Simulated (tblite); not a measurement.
# GeH7O2Si2: the cost of one run

Computed with tblite 0.8.0 and PySCF 2.14.0; each step states its level. No surroundings beyond the atoms listed, unless a continuum is named. Atoms count from 0, parts from 1.

### Step 1. The system as given

12 atoms, charge 0, multiplicity 2; geometry: distance geometry start.

### Step 2. Relaxing the cluster with GFN2-xTB

Job settings and geometry (Å):

```
{"job": {"kind": "relax", "xc": "GFN2-xTB", "basis": "xTB"}, "charge": 0, "multiplicity": 2}
Ge     0.566525     1.236193     0.099737
Si    -1.239750     2.057941    -1.081631
O      0.378017     1.138283     1.947691
Si    -1.149497     0.936909     2.791195
O      1.490282    -0.183540    -0.694705
H     -0.828117     2.339432    -2.418474
H     -2.287935     1.088711    -1.072647
H     -1.707603     3.239687    -0.443631
H     -1.190072    -0.371043     3.337668
H     -1.291003     1.910138     3.808900
H     -2.245805     1.086965     1.853336
H      1.604303    -1.040185    -0.288231
```

With the program's defaults for keys left out, this is: GFN2-xTB geometry optimisation, gas phase.

On the command line:

```console
$ OMP_NUM_THREADS=1 python cluster_run.py task.json out
```

One launch serves the whole session: the jobs run in the order shown.

Q: Estimate the wall time of this first job on 1 thread of Intel Xeon Platinum 8259CL at 2.50GHz, shared host.

About 5.6 s.
